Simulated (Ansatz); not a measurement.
# GaF: a short molecular-dynamics run

Aim: set GaF (an element-swapped structure, 4 atoms, not relaxed) in motion for 40 steps of 0.5 fs under a Langevin thermostat at 1200 K, and see how temperature, energy and positions respond.

Program: Ansatz 0.2.0. Level of theory: DFT PBE, plane waves, PAW, scalar-relativistic, no spin polarisation. These are calculated values, not measurements.

## (1) The structure to begin with

The cell holds 4 atoms (F2Ga2): a = 3.175 Å, b = 3.175 Å, c = 7.351 Å, α = 77.53°, β = 102.47°, γ = 120.00°.

As a file:

```xyz
4
Lattice="3.1749 0.0000 0.0000 -1.5875 2.7495 0.0000 -1.5875 0.9165 7.1186" Properties=species:S:1:pos:R:3 pbc="T T T"
Ga   -1.5875    2.7495    4.7199
Ga    1.5875    0.9165    2.3988
F     0.0000    1.8330    1.0884
F     0.0000    1.8330    6.0302
```

## (2) Dynamics

Contents of input.yaml:

```yaml
crystal:
  lattice:
    - [3.17490336, 2.9e-07, 7.0e-08]
    - [-1.58745193, 2.74954682, 3.0e-08]
    - [-1.58745193, 0.91651534, 7.11862498]
  atoms:
    - { symbol: Ga, position: [0.22101, 0.77899, 0.66303] }
    - { symbol: Ga, position: [0.77899, 0.22101, 0.33697] }
    - { symbol: F, position: [0.3843, 0.6157, 0.1529] }
    - { symbol: F, position: [0.6157, 0.3843, 0.8471] }
kpoints:
  mp_grid: { grid: [5, 5, 2] }
magnetization:
  spin_polarized: false
scf:
  occupations: { method: fermi_dirac, width: 0.1 }
hamiltonian:
  pseudopotentials: { kind: paw }
  xc: pbe
basis:
  ecutwfc: 420
md:
  timestep: 0.5
  n_steps: 40
  ensemble: nvt_langevin
  temperature: 1200.0
  initial_velocities: maxwell_boltzmann
  seed: 81291
```

Command:

```bash
$ ansatz run input.yaml --threads 2 --pin off --max-ram 2560MiB --backend cpu --events-out ev --progress --plain --runs-dir out
```

The program printed:

```text
Warning: md: disabling space-group detection — thermal motion breaks the input geometry's symmetry, so no spatial operation reduces the k-mesh or symmetrises the density; time reversal is kept, so that k and −k are solved as one point where they differ and the mesh holds both, and exact exchange and, on two spinor components, a DFT+U term hold to it where the run has them: on two components no moment then forms, and a state that bears one, which a typed moment (crystal.atoms[].spin; refused beside efield: under a hybrid functional) reaches, can lie lower, under hf by electronvolts; crystal.symmetry.detect: false (a key that needs symmetry detection or time reversal refuses this as the deck is read) with time_reversal: false beside it drops time reversal too
Warning: RAYON_NUM_THREADS=2 ignored (pool sized by the plan → 2); use --threads N
Engine: ansatz 0.2.0, x86_64-unknown-linux-gnu
Pseudopotentials: kind: paw
Pseudopotential: Ga, paw, valence charge 13, recommended cutoff 420 eV (normal), Ga.paw.azcp
Pseudopotential: F, paw, valence charge 7, recommended cutoff 420 eV (normal), F.paw.azcp
Functional definition: PBE
  parameter kappa = 0.804
  parameter beta = 0.06672455060314922
  exchange = pbe_x(kappa = kappa, mu = beta*pi^2/3)
  correlation = pbe_c(beta = beta)
Crystal: 4 atoms, lattice volume = 62.142 Å³
Basis set: ecut = 420 eV, 1235 PW (Γ), exchange–correlation on 48×48×100 points (8 copies of the dense FFT grid, shifted against one another)
Bands: 24, of which v1, the nominal top of the filled ones, is band 20 counted from 1 (19 counted from 0)
Symmetry: 1 space group operations
k-points: 26 of 50 (time reversal used)
Non-local potential: Ga, projectors of the file, l = 0: 2, l = 1: 2, l = 2: 3, l = 3: 1
Non-local potential: F, projectors of the file, l = 0: 2, l = 1: 2, l = 2: 1
PAW form: soft (Blöchl's): semilocal exchange-correlation on the pseudo side does not see the compensation charge
PAW one-centre angular grid: Ga, 590 points (default); XC on 64 Gauss nodes
PAW one-centre angular grid: F, 110 points (default); XC on 64 Gauss nodes
Initial density: superposition of atomic densities (neutral atoms: chi_scale 0, normalization atom), corrected by the library's trained network
Initial wavefunctions: pseudopotential atomic-orbital guess
Functional: x = pbe(κ = 0.804, μ = 0.2195149727645171), c = pbe(β = 0.06672455060314922)
SCF iter   1: F=—  HF=-9182.812309 eV  |F-HF|=—  |Δ(HF+E_count)|=         —  Δρ=3.40e-3  dr2=8.51e-3  ethr=1.77e-3  ⟨swp⟩=5.0  Hψ=2404  notcnv=0
preconditioner: auto → none  [insulator: Δε(μ)=0.948 eV  Ē_g=15.657 eV  σ=0.100 eV  W_gap=0.98  n_scr=16 (ndim 8)  ℏωp=29.8 eV  f_vac=0.082  D(μ)=0.05/eV (n_scr^D=0)  ε∞_Penn≈4.6]
SCF iter   2: F=—  HF=-9182.812198 eV  |F-HF|=—  |Δ(HF+E_count)|=   1.11e-4  Δρ=2.53e-3  dr2=4.67e-3  ethr=2.13e-5  ⟨swp⟩=2.3  Hψ=1274  notcnv=0
SCF iter   3: F=—  HF=-9182.812150 eV  |F-HF|=—  |Δ(HF+E_count)|=   4.87e-5  Δρ=2.05e-3  dr2=2.79e-3  ethr=1.17e-5  ⟨swp⟩=2.2  Hψ=918  notcnv=0
SCF iter   4: F=—  HF=-9182.811823 eV  |F-HF|=—  |Δ(HF+E_count)|=   3.27e-4  Δρ=3.67e-4  dr2=6.10e-5  ethr=6.97e-6  ⟨swp⟩=2.0  Hψ=758  notcnv=0
SCF iter   5: F=—  HF=-9182.811856 eV  |F-HF|=—  |Δ(HF+E_count)|=   3.35e-5  Δρ=8.66e-5  dr2=2.50e-6  ethr=1.53e-7  ⟨swp⟩=2.3  Hψ=1087  notcnv=0
SCF iter   6: F=—  HF=-9182.811861 eV  |F-HF|=—  |Δ(HF+E_count)|=   5.11e-6  Δρ=1.51e-5  dr2=1.08e-7  ethr=6.25e-9  ⟨swp⟩=2.0  Hψ=833  notcnv=0
SCF iter   7: F=—  HF=-9182.811861 eV  |F-HF|=—  |Δ(HF+E_count)|=   7.37e-8  Δρ=4.14e-6  dr2=1.69e-8  ethr=2.69e-10  ⟨swp⟩=2.0  Hψ=1098  notcnv=0
SCF iter   8: F=—  HF=-9182.811861 eV  |F-HF|=—  |Δ(HF+E_count)|=  9.97e-10  Δρ=2.59e-6  dr2=5.48e-9  ethr=1.00e-11  ⟨swp⟩=5.0  Hψ=2408  notcnv=0
SCF iter   9: F=-9182.811861 eV  HF=-9182.811861 eV  |F-HF|=1.84e-10  |Δ(HF+E_count)|=  1.67e-10  Δρ=8.09e-7  dr2=3.35e-10  ethr=1.00e-11  ⟨swp⟩=4.1  Hψ=1976  notcnv=0
SCF 1 converged in 9 iterations: F = -9182.811861 eV  dr2 = 3.35e-10
md step     0: t =     0.00 fs  T =   900.0 K  F+E_penalty+E_count = -9182.81186118 eV  E_kin = 0.465336 eV  (9 SCF iters)
Initial density: handed on by an earlier stage of this run
Initial wavefunctions: those handed on with the density
iter 1 solved again at ethr=1.62e-6 eV; its pass at ethr=3.10e-3 eV (dr2=6.48e-4 eV) is discarded
SCF iter   1: F=—  HF=-9182.803692 eV  |F-HF|=—  |Δ(HF+E_count)|=         —  Δρ=1.05e-3  dr2=6.31e-4  ethr=1.62e-6  ⟨swp⟩=2.0  Hψ=3164  notcnv=0
preconditioner: auto → none  [insulator: Δε(μ)=0.936 eV  Ē_g=15.602 eV  σ=0.100 eV  W_gap=0.98  n_scr=16 (ndim 8)  ℏωp=29.8 eV  f_vac=0.084  D(μ)=0.06/eV (n_scr^D=0)  ε∞_Penn≈4.6]
SCF iter   2: F=—  HF=-9182.803644 eV  |F-HF|=—  |Δ(HF+E_count)|=   4.77e-5  Δρ=8.25e-4  dr2=7.18e-4  ethr=1.58e-6  ⟨swp⟩=2.0  Hψ=839  notcnv=0
SCF iter   3: F=—  HF=-9182.803518 eV  |F-HF|=—  |Δ(HF+E_count)|=   1.27e-4  Δρ=3.72e-4  dr2=5.82e-5  ethr=1.58e-6  ⟨swp⟩=2.0  Hψ=750  notcnv=0
SCF iter   4: F=—  HF=-9182.803503 eV  |F-HF|=—  |Δ(HF+E_count)|=   1.44e-5  Δρ=1.35e-4  dr2=3.72e-6  ethr=1.45e-7  ⟨swp⟩=2.0  Hψ=1019  notcnv=0
SCF iter   5: F=—  HF=-9182.803503 eV  |F-HF|=—  |Δ(HF+E_count)|=   8.01e-8  Δρ=5.85e-5  dr2=5.48e-7  ethr=9.30e-9  ⟨swp⟩=2.0  Hψ=993  notcnv=0
SCF iter   6: F=—  HF=-9182.803504 eV  |F-HF|=—  |Δ(HF+E_count)|=   3.50e-7  Δρ=3.23e-5  dr2=4.92e-7  ethr=1.37e-9  ⟨swp⟩=2.1  Hψ=1100  notcnv=0
SCF iter   7: F=—  HF=-9182.803504 eV  |F-HF|=—  |Δ(HF+E_count)|=   4.33e-8  Δρ=6.82e-6  dr2=8.81e-9  ethr=1.23e-9  ⟨swp⟩=2.0  Hψ=766  notcnv=0
SCF iter   8: F=-9182.803504 eV  HF=-9182.803504 eV  |F-HF|=6.91e-10  |Δ(HF+E_count)|=   5.07e-9  Δρ=2.75e-6  dr2=1.40e-9  ethr=1.00e-11  ⟨swp⟩=4.2  Hψ=2290  notcnv=0
SCF 2 converged in 8 iterations: F = -9182.803504 eV  dr2 = 1.40e-9
md step     1: t =     0.50 fs  T =   911.5 K  F+E_penalty+E_count = -9182.80350360 eV  E_kin = 0.471261 eV  (8 SCF iters)
iter 1 solved again at ethr=1.59e-6 eV; its pass at ethr=3.10e-3 eV (dr2=6.35e-4 eV) is discarded
SCF iter   1: F=—  HF=-9182.795178 eV  |F-HF|=—  |Δ(HF+E_count)|=         —  Δρ=1.02e-3  dr2=5.77e-4  ethr=1.59e-6  ⟨swp⟩=2.0  Hψ=3075  notcnv=0
preconditioner: auto → none  [insulator: Δε(μ)=0.933 eV  Ē_g=15.591 eV  σ=0.100 eV  W_gap=0.98  n_scr=16 (ndim 8)  ℏωp=29.8 eV  f_vac=0.083  D(μ)=0.06/eV (n_scr^D=0)  ε∞_Penn≈4.7]
SCF iter   2: F=—  HF=-9182.795126 eV  |F-HF|=—  |Δ(HF+E_count)|=   5.20e-5  Δρ=7.77e-4  dr2=6.32e-4  ethr=1.44e-6  ⟨swp⟩=2.8  Hψ=1124  notcnv=0
SCF iter   3: F=—  HF=-9182.795015 eV  |F-HF|=—  |Δ(HF+E_count)|=   1.11e-4  Δρ=3.56e-4  dr2=5.48e-5  ethr=1.44e-6  ⟨swp⟩=2.0  Hψ=757  notcnv=0
SCF iter   4: F=—  HF=-9182.795004 eV  |F-HF|=—  |Δ(HF+E_count)|=   1.11e-5  Δρ=1.31e-4  dr2=3.62e-6  ethr=1.37e-7  ⟨swp⟩=2.0  Hψ=812  notcnv=0
SCF iter   5: F=—  HF=-9182.795005 eV  |F-HF|=—  |Δ(HF+E_count)|=   2.85e-7  Δρ=5.78e-5  dr2=6.65e-7  ethr=9.04e-9  ⟨swp⟩=2.0  Hψ=1077  notcnv=0
SCF iter   6: F=—  HF=-9182.795005 eV  |F-HF|=—  |Δ(HF+E_count)|=   2.98e-7  Δρ=3.01e-5  dr2=4.03e-7  ethr=1.66e-9  ⟨swp⟩=2.0  Hψ=1018  notcnv=0
SCF iter   7: F=—  HF=-9182.795005 eV  |F-HF|=—  |Δ(HF+E_count)|=   1.96e-8  Δρ=6.78e-6  dr2=6.47e-9  ethr=1.01e-9  ⟨swp⟩=2.0  Hψ=769  notcnv=0
SCF iter   8: F=-9182.795005 eV  HF=-9182.795005 eV  |F-HF|=6.55e-10  |Δ(HF+E_count)|=   6.56e-9  Δρ=2.44e-6  dr2=1.07e-9  ethr=1.00e-11  ⟨swp⟩=4.1  Hψ=2288  notcnv=0
SCF 3 converged in 8 iterations: F = -9182.795005 eV  dr2 = 1.07e-9
md step     2: t =     1.00 fs  T =   884.2 K  F+E_penalty+E_count = -9182.79500490 eV  E_kin = 0.457149 eV  (8 SCF iters)
[... from here on, the SCF cycles and remarks between the steps are left out ...]
md step     3: t =     1.50 fs  T =   944.4 K  F+E_penalty+E_count = -9182.78645158 eV  E_kin = 0.488306 eV  (8 SCF iters)
md step     4: t =     2.00 fs  T =  1049.2 K  F+E_penalty+E_count = -9182.77748363 eV  E_kin = 0.542478 eV  (8 SCF iters)
md step     5: t =     2.50 fs  T =   894.2 K  F+E_penalty+E_count = -9182.76911454 eV  E_kin = 0.462324 eV  (4 SCF iters)
md step     6: t =     3.00 fs  T =   762.1 K  F+E_penalty+E_count = -9182.76162130 eV  E_kin = 0.394022 eV  (4 SCF iters)
md step     7: t =     3.50 fs  T =   758.7 K  F+E_penalty+E_count = -9182.75452145 eV  E_kin = 0.392286 eV  (4 SCF iters)
md step     8: t =     4.00 fs  T =   779.4 K  F+E_penalty+E_count = -9182.74711262 eV  E_kin = 0.403003 eV  (4 SCF iters)
md step     9: t =     4.50 fs  T =   813.4 K  F+E_penalty+E_count = -9182.73980250 eV  E_kin = 0.420556 eV  (6 SCF iters)
md step    10: t =     5.00 fs  T =   698.9 K  F+E_penalty+E_count = -9182.73337854 eV  E_kin = 0.361334 eV  (8 SCF iters)
md step    11: t =     5.50 fs  T =   574.9 K  F+E_penalty+E_count = -9182.72740836 eV  E_kin = 0.297268 eV  (4 SCF iters)
md step    12: t =     6.00 fs  T =   510.6 K  F+E_penalty+E_count = -9182.72246398 eV  E_kin = 0.263985 eV  (4 SCF iters)
md step    13: t =     6.50 fs  T =   557.3 K  F+E_penalty+E_count = -9182.71869799 eV  E_kin = 0.288170 eV  (5 SCF iters)
md step    14: t =     7.00 fs  T =   548.0 K  F+E_penalty+E_count = -9182.71614057 eV  E_kin = 0.283315 eV  (5 SCF iters)
md step    15: t =     7.50 fs  T =   527.4 K  F+E_penalty+E_count = -9182.71498039 eV  E_kin = 0.272679 eV  (6 SCF iters)
md step    16: t =     8.00 fs  T =   562.7 K  F+E_penalty+E_count = -9182.71462487 eV  E_kin = 0.290933 eV  (5 SCF iters)
md step    17: t =     8.50 fs  T =   567.6 K  F+E_penalty+E_count = -9182.71528813 eV  E_kin = 0.293493 eV  (5 SCF iters)
md step    18: t =     9.00 fs  T =   528.7 K  F+E_penalty+E_count = -9182.71627587 eV  E_kin = 0.273351 eV  (4 SCF iters)
md step    19: t =     9.50 fs  T =   506.5 K  F+E_penalty+E_count = -9182.71713116 eV  E_kin = 0.261896 eV  (4 SCF iters)
md step    20: t =    10.00 fs  T =   477.3 K  F+E_penalty+E_count = -9182.71873482 eV  E_kin = 0.246775 eV  (8 SCF iters)
md step    21: t =    10.50 fs  T =   470.0 K  F+E_penalty+E_count = -9182.72080392 eV  E_kin = 0.243030 eV  (4 SCF iters)
md step    22: t =    11.00 fs  T =   490.0 K  F+E_penalty+E_count = -9182.72360314 eV  E_kin = 0.253363 eV  (6 SCF iters)
md step    23: t =    11.50 fs  T =   563.8 K  F+E_penalty+E_count = -9182.72730052 eV  E_kin = 0.291514 eV  (4 SCF iters)
md step    24: t =    12.00 fs  T =   617.0 K  F+E_penalty+E_count = -9182.73206815 eV  E_kin = 0.318993 eV  (5 SCF iters)
md step    25: t =    12.50 fs  T =   715.3 K  F+E_penalty+E_count = -9182.73811601 eV  E_kin = 0.369818 eV  (4 SCF iters)
md step    26: t =    13.00 fs  T =   802.2 K  F+E_penalty+E_count = -9182.74476365 eV  E_kin = 0.414766 eV  (4 SCF iters)
md step    27: t =    13.50 fs  T =   868.2 K  F+E_penalty+E_count = -9182.75171777 eV  E_kin = 0.448879 eV  (5 SCF iters)
md step    28: t =    14.00 fs  T =   859.7 K  F+E_penalty+E_count = -9182.75909811 eV  E_kin = 0.444511 eV  (5 SCF iters)
md step    29: t =    14.50 fs  T =   792.0 K  F+E_penalty+E_count = -9182.76695847 eV  E_kin = 0.409478 eV  (4 SCF iters)
md step    30: t =    15.00 fs  T =   821.8 K  F+E_penalty+E_count = -9182.77496339 eV  E_kin = 0.424889 eV  (8 SCF iters)
md step    31: t =    15.50 fs  T =   711.0 K  F+E_penalty+E_count = -9182.78243399 eV  E_kin = 0.367609 eV  (3 SCF iters)
md step    32: t =    16.00 fs  T =   741.1 K  F+E_penalty+E_count = -9182.79004150 eV  E_kin = 0.383193 eV  (4 SCF iters)
md step    33: t =    16.50 fs  T =   811.8 K  F+E_penalty+E_count = -9182.79803817 eV  E_kin = 0.419758 eV  (5 SCF iters)
md step    34: t =    17.00 fs  T =   904.6 K  F+E_penalty+E_count = -9182.80562462 eV  E_kin = 0.467719 eV  (5 SCF iters)
md step    35: t =    17.50 fs  T =   922.4 K  F+E_penalty+E_count = -9182.81279030 eV  E_kin = 0.476933 eV  (4 SCF iters)
md step    36: t =    18.00 fs  T =   968.3 K  F+E_penalty+E_count = -9182.81996349 eV  E_kin = 0.500646 eV  (4 SCF iters)
md step    37: t =    18.50 fs  T =   999.7 K  F+E_penalty+E_count = -9182.82680893 eV  E_kin = 0.516906 eV  (4 SCF iters)
md step    38: t =    19.00 fs  T =  1096.4 K  F+E_penalty+E_count = -9182.83332921 eV  E_kin = 0.566899 eV  (5 SCF iters)
md step    39: t =    19.50 fs  T =  1167.2 K  F+E_penalty+E_count = -9182.83963229 eV  E_kin = 0.603503 eV  (4 SCF iters)
iter 1 solved again at ethr=1.30e-6 eV; its pass at ethr=3.10e-3 eV (dr2=5.20e-4 eV) is discarded
SCF iter   1: F=—  HF=-9182.845538 eV  |F-HF|=—  |Δ(HF+E_count)|=         —  Δρ=1.09e-3  dr2=5.54e-4  ethr=1.30e-6  ⟨swp⟩=2.0  Hψ=3243  notcnv=0
preconditioner: auto → none  [insulator: Δε(μ)=0.931 eV  Ē_g=15.756 eV  σ=0.100 eV  W_gap=0.98  n_scr=16 (ndim 8)  ℏωp=29.8 eV  f_vac=0.082  D(μ)=0.04/eV (n_scr^D=0)  ε∞_Penn≈4.6]
SCF iter   2: F=—  HF=-9182.845457 eV  |F-HF|=—  |Δ(HF+E_count)|=   8.14e-5  Δρ=7.26e-4  dr2=4.62e-4  ethr=1.30e-6  ⟨swp⟩=2.3  Hψ=1114  notcnv=0
SCF iter   3: F=—  HF=-9182.845377 eV  |F-HF|=—  |Δ(HF+E_count)|=   7.91e-5  Δρ=3.98e-4  dr2=6.35e-5  ethr=1.15e-6  ⟨swp⟩=2.0  Hψ=782  notcnv=0
SCF iter   4: F=—  HF=-9182.845370 eV  |F-HF|=—  |Δ(HF+E_count)|=   7.61e-6  Δρ=1.48e-4  dr2=5.85e-6  ethr=1.59e-7  ⟨swp⟩=2.1  Hψ=958  notcnv=0
SCF iter   5: F=—  HF=-9182.845366 eV  |F-HF|=—  |Δ(HF+E_count)|=   3.39e-6  Δρ=6.45e-5  dr2=1.60e-6  ethr=1.46e-8  ⟨swp⟩=2.0  Hψ=1140  notcnv=0
SCF iter   6: F=—  HF=-9182.845367 eV  |F-HF|=—  |Δ(HF+E_count)|=   6.31e-7  Δρ=2.77e-5  dr2=1.42e-7  ethr=3.99e-9  ⟨swp⟩=2.0  Hψ=788  notcnv=0
SCF iter   7: F=—  HF=-9182.845367 eV  |F-HF|=—  |Δ(HF+E_count)|=   9.05e-8  Δρ=8.75e-6  dr2=1.49e-8  ethr=3.54e-10  ⟨swp⟩=2.3  Hψ=939  notcnv=0
SCF iter   8: F=-9182.845367 eV  HF=-9182.845367 eV  |F-HF|=7.26e-10  |Δ(HF+E_count)|=   1.15e-8  Δρ=2.52e-6  dr2=1.31e-9  ethr=1.00e-11  ⟨swp⟩=5.0  Hψ=2367  notcnv=0
SCF 41 converged in 8 iterations: F = -9182.845367 eV  dr2 = 1.31e-9
md step    40: t =    20.00 fs  T =  1080.6 K  F+E_penalty+E_count = -9182.84536722 eV  E_kin = 0.558707 eV  (8 SCF iters)
SCF converged after 8 iterations
Free energy (F): -9182.845367 eV
Harris-Foulkes:  -9182.845367 eV  (|F-HF|=7.26e-10)
Internal energy: -9182.842577 eV  (E = F + TS)
E sigma→0 (E₀):  -9182.843972 eV
Entropy (-TS):   -0.002790 eV (-0.698 meV/atom)
Fermi energy:    6.559454 eV
--- Per-component energies (eV) ---
  E_band       = -209.232198
  E_kinetic    = 638.847474
  E_local      = -5050.377948  (includes V_loc(G=0)·N_el)
  E_nonlocal   = 992.952519
  E_hartree    = 2236.323231
  E_xc         = -297.015683
  E_vxc        = -318.775444  (∫ρ·V_xc dr)
  E_paw        = -4372.418537  (= ΣΔE_a)
  E_vpaw       = -944.529474  (= ΣTr[D̂ρ^β])
  E_aug_tail   = 0.003850  (compensation charges beyond the density's cutoff)
  E_ewald      = -3331.157482
  E_smearing   = -0.002790  (= −TS)
  E_closure    = 0.000000  (closes the sum)
  Σ components = -9182.845367   (vs F -9182.845367, Δ=0.00e0)
--- Forces (eV/Å), atoms counted from 1 ---
  atom   1  Ga     0.08986371    -0.07215183     0.26823069
  atom   2  Ga    -0.09604022     0.06044791    -1.11273989
  atom   3  F     -0.07174766     0.01651844     1.10681552
  atom   4  F      0.07792943    -0.00482626    -0.26230224
  max |Σ_I F_I| component: 1.17e-5 eV/Å
--- MD trajectory: 40 steps, t = 0.0 → 20.0 fs ---
  final state: T = 1080.6 K   F+E_penalty+E_count = -9182.84536722 eV   E_kin = 0.558707 eV
```

It took 34 s on 2 threads of Intel Xeon Platinum 8559C (Emerald Rapids), shared host; peak memory 0.37 GiB.

## (3) The trajectory

One step in 3; energies are changes from step 0; msd is the mean square displacement from the start, the centre of mass held:

| time (fs) | T (K) | potential energy change (meV/atom) | msd F (Å²) | msd Ga (Å²) |
| --- | --- | --- | --- | --- |
| 0.0 | 900 | 0.0 | 0.000 | 0.000 |
| 1.5 | 944 | 6.4 | 0.000 | 0.000 |
| 3.0 | 762 | 12.6 | 0.001 | 0.000 |
| 4.5 | 813 | 18.0 | 0.002 | 0.001 |
| 6.0 | 511 | 22.3 | 0.003 | 0.001 |
| 7.5 | 527 | 24.2 | 0.005 | 0.002 |
| 9.0 | 529 | 23.9 | 0.006 | 0.002 |
| 10.5 | 470 | 22.8 | 0.008 | 0.003 |
| 12.0 | 617 | 19.9 | 0.009 | 0.003 |
| 13.5 | 868 | 15.0 | 0.011 | 0.004 |
| 15.0 | 822 | 9.2 | 0.012 | 0.005 |
| 16.5 | 812 | 3.5 | 0.014 | 0.007 |
| 18.0 | 968 | -2.0 | 0.017 | 0.008 |
| 19.5 | 1167 | -6.9 | 0.020 | 0.010 |
| 20.0 | 1081 | -8.4 | 0.021 | 0.010 |

time (fs), T (K) and a bar:
```
      0.0        900 #####################
      1.0        884 ####################
      1.5        944 #######################
      2.5        894 ####################
      3.5        759 ##############
      4.5        813 ################
      5.0        699 ###########
      6.0        511 ##
      7.0        548 ####
      8.0        563 ####
      8.5        568 #####
      9.5        507 ##
     10.5        470 
     11.5        564 ####
     12.0        617 #######
     13.0        802 ################
     14.0        860 ###################
     15.0        822 #################
     15.5        711 ############
     16.5        812 ################
     17.5        922 ######################
     18.5       1000 #########################
     19.0       1096 ##############################
     20.0       1081 #############################
```

## (4) Snapshots as a file

Extended XYZ, with forces in eV/Å:

```xyz
4
Lattice="3.175 0.000 0.000 -1.587 2.750 0.000 -1.587 0.917 7.119" Properties=species:S:1:pos:R:3:forces:R:3 pbc="T T T" time_fs=2.5 T=894 dE=0.0427
Ga   -1.601    2.758    4.719    0.017   -0.005    1.277
Ga    1.600    0.913    2.405   -0.015    0.007   -1.400
F     0.010    1.827    1.061   -0.010    0.002    1.294
F    -0.020    1.831    6.030    0.009   -0.004   -1.171
4
Lattice="3.175 0.000 0.000 -1.587 2.750 0.000 -1.587 0.917 7.119" Properties=species:S:1:pos:R:3:forces:R:3 pbc="T T T" time_fs=5.0 T=699 dE=0.0785
Ga   -1.615    2.767    4.721    0.031   -0.009    1.294
Ga    1.609    0.914    2.409   -0.030    0.014   -1.552
F     0.020    1.823    1.033   -0.020    0.003    1.451
F    -0.036    1.832    6.025    0.018   -0.008   -1.192
4
Lattice="3.175 0.000 0.000 -1.587 2.750 0.000 -1.587 0.917 7.119" Properties=species:S:1:pos:R:3:forces:R:3 pbc="T T T" time_fs=7.5 T=527 dE=0.0969
Ga   -1.626    2.775    4.725    0.044   -0.014    1.269
Ga    1.618    0.914    2.410   -0.044    0.022   -1.625
F     0.034    1.815    1.015   -0.028    0.004    1.534
F    -0.048    1.831    6.019    0.028   -0.012   -1.178
4
Lattice="3.175 0.000 0.000 -1.587 2.750 0.000 -1.587 0.917 7.119" Properties=species:S:1:pos:R:3:forces:R:3 pbc="T T T" time_fs=10.0 T=477 dE=0.0931
Ga   -1.634    2.784    4.734    0.054   -0.022    1.179
Ga    1.626    0.913    2.408   -0.057    0.034   -1.621
F     0.049    1.802    1.005   -0.035    0.006    1.549
F    -0.058    1.836    6.013    0.038   -0.017   -1.107
4
Lattice="3.175 0.000 0.000 -1.587 2.750 0.000 -1.587 0.917 7.119" Properties=species:S:1:pos:R:3:forces:R:3 pbc="T T T" time_fs=12.5 T=715 dE=0.0737
Ga   -1.643    2.792    4.746    0.062   -0.032    1.037
Ga    1.633    0.911    2.406   -0.066    0.044   -1.570
F     0.056    1.789    1.002   -0.043    0.007    1.515
F    -0.066    1.840    6.003    0.047   -0.019   -0.982
4
Lattice="3.175 0.000 0.000 -1.587 2.750 0.000 -1.587 0.917 7.119" Properties=species:S:1:pos:R:3:forces:R:3 pbc="T T T" time_fs=15.0 T=822 dE=0.0369
Ga   -1.655    2.799    4.761    0.073   -0.045    0.826
Ga    1.644    0.910    2.402   -0.078    0.054   -1.449
F     0.069    1.774    1.007   -0.052    0.010    1.412
F    -0.076    1.844    5.990    0.058   -0.019   -0.789
4
Lattice="3.175 0.000 0.000 -1.587 2.750 0.000 -1.587 0.917 7.119" Properties=species:S:1:pos:R:3:forces:R:3 pbc="T T T" time_fs=17.5 T=922 dE=-0.0009
Ga   -1.667    2.804    4.774    0.082   -0.057    0.580
Ga    1.652    0.912    2.396   -0.088    0.059   -1.297
F     0.082    1.761    1.015   -0.062    0.013    1.275
F    -0.088    1.848    5.971    0.068   -0.015   -0.557
4
Lattice="3.175 0.000 0.000 -1.587 2.750 0.000 -1.587 0.917 7.119" Properties=species:S:1:pos:R:3:forces:R:3 pbc="T T T" time_fs=20.0 T=1081 dE=-0.0335
Ga   -1.681    2.808    4.791    0.090   -0.072    0.268
Ga    1.662    0.915    2.388   -0.096    0.060   -1.113
F     0.092    1.750    1.024   -0.072    0.017    1.107
F    -0.102    1.849    5.949    0.078   -0.005   -0.262
```

## (5) Outcome

| quantity | value |
| --- | --- |
| length | 40 steps of 0.5 fs |
| temperature, first and last step | 900 and 1081 K |
| temperature, second half | mean 804 K, from 470 to 1167 K |
| potential energy, second half | +9 meV/atom from the start |
| mean square displacement, second half | F 0.013, Ga 0.006 Å² |

What this shows: Against a set 1200 K the second half averages 804 K, going from 477 to 1081 K over that half. The farthest move is 0.16 Å, against a mean nearest distance of 2.3 Å at the start: no atom has changed site so far. 20 fs on 4 atoms is far too short and small for converged averages. The k-mesh is coarse for this cell.
